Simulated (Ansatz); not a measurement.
# Cyclo-(H2SnCH2)4 (C4H16Sn4): geometry, orbitals and charge

What does cyclo-(H2SnCH2)4 (C4H16Sn4) look like as a singlet, and where do its frontier electrons sit?

The runs use Ansatz 0.2.0, Gaussian basis; RKS PBE0-D4/def2-TZVP.

Levels to be run: relaxation at PBE-D4/def2-SVP; a single point at PBE0-D4/def2-TZVP.

5 further runs of the same task are left out: 3 that didn't finish, 2 set aside as unsound or not needed. Runs told in other sessions of the task aren't counted.

### Step 1. Where the work starts

24 atoms, charge 0, spin multiplicity 1.

Atoms are counted from 1 here; the program's logs count them from 0.

Bond lengths: Sn1–H2 1.671 Å, Sn1–H3 1.676 Å, Sn1–C4 2.159 Å, Sn1–C16 2.161 Å, C4–Sn5 2.161 Å, C4–H17 1.088 Å, C4–H18 1.085 Å, Sn5–H6 1.671 Å, Sn5–H7 1.675 Å, Sn5–C8 2.159 Å, C8–Sn9 2.161 Å, C8–H19 1.088 Å, C8–H20 1.085 Å, Sn9–H10 1.675 Å, Sn9–H11 1.671 Å, Sn9–C12 2.159 Å, C12–Sn13 2.161 Å, C12–H21 1.085 Å and more. Angles: H2–Sn1–H3 107.2°, H2–Sn1–C4 108.5°, H2–Sn1–C16 109.3°, H3–Sn1–C4 110.7°, H3–Sn1–C16 108.9°, C4–Sn1–C16 112.2°, Sn1–C4–Sn5 115.9°, Sn1–C4–H17 108.2°, Sn1–C4–H18 108.2°, Sn5–C4–H17 109.5°, Sn5–C4–H18 107.6°, H17–C4–H18 107.2°, C4–Sn5–H6 109.3°, C4–Sn5–H7 109.0°, C4–Sn5–C8 112.3°, H6–Sn5–H7 107.2°, H6–Sn5–C8 108.3°, H7–Sn5–C8 110.7° and more.

Sn takes a core potential in the def2 sets. No spin-orbit coupling is included.

The start is a GFN2-xTB geometry.

### Step 2. Optimising with PBE-D4/def2-SVP

in.yaml

```yaml
crystal:
  periodic: [false, false, false]
  atoms:
    - {symbol: Sn, position_ang: [-0.447930, 0.214030, -2.511640]}
    - {symbol: H, position_ang: [0.271280, 0.898660, -3.855390]}
    - {symbol: H, position_ang: [-1.866160, -0.514860, -3.026680]}
    - {symbol: C, position_ang: [0.904900, -1.251100, -1.684330]}
    - {symbol: Sn, position_ang: [0.075690, -2.553060, -0.171560]}
    - {symbol: H, position_ang: [-0.782900, -3.780790, -0.911670]}
    - {symbol: H, position_ang: [1.329770, -3.268260, 0.678530]}
    - {symbol: C, position_ang: [-1.255910, -1.507860, 1.169070]}
    - {symbol: Sn, position_ang: [-0.321770, -0.117570, 2.534960]}
    - {symbol: H, position_ang: [-1.489260, 0.927250, 3.128690]}
    - {symbol: H, position_ang: [0.297130, -0.957280, 3.840530]}
    - {symbol: C, position_ang: [1.287650, 0.986720, 1.611490]}
    - {symbol: Sn, position_ang: [0.695700, 2.458340, 0.143710]}
    - {symbol: H, position_ang: [0.212110, 3.853590, 0.925450]}
    - {symbol: H, position_ang: [2.024460, 2.854510, -0.796920]}
    - {symbol: C, position_ang: [-0.935260, 1.769240, -1.092190]}
    - {symbol: H, position_ang: [1.766460, -0.726070, -1.278080]}
    - {symbol: H, position_ang: [1.264010, -1.876880, -2.495000]}
    - {symbol: H, position_ang: [-1.998080, -0.984180, 0.570850]}
    - {symbol: H, position_ang: [-1.786050, -2.244610, 1.764270]}
    - {symbol: H, position_ang: [1.837330, 1.503830, 2.391260]}
    - {symbol: H, position_ang: [1.971000, 0.274110, 1.155440]}
    - {symbol: H, position_ang: [-1.734290, 1.426780, -0.438370]}
    - {symbol: H, position_ang: [-1.319870, 2.615470, -1.652430]}
basis:
  gaussian: {orbitals: def2-SVP}
hamiltonian: {xc: pbe, dispersion: d4}
scf: {lower_state_search: "off"}
output: {orbitals: {seedname: orbitals}}
relax: {f_tol: 0.03, max_steps: 70}
```

Launch:

```
ansatz run in.yaml --threads 4 --pin off --events-out ev --progress --plain --max-ram 6963MiB
```

After this run come: Single point, PBE0-D4/def2-TZVP.

Q: Predict the results of all the runs planned. Wanted: commonest bond, hydrogen aside; HOMO, LUMO at PBE0-D4/def2-TZVP; dipole at PBE-D4/def2-SVP.

**Answer**, as computed:

```
                       quantity                           value
 commonest bond, hydrogen aside  C–Sn, 8 of mean length 2.175 Å
HOMO, LUMO at PBE0-D4/def2-TZVP                 -7.76, -0.37 eV
      dipole at PBE-D4/def2-SVP                          0.00 D
```

In words: The molecule keeps its bonding pattern by the stored test; the atoms moved 0.09 Å (rms). No usable vibrations, so a minimum isn't proven.
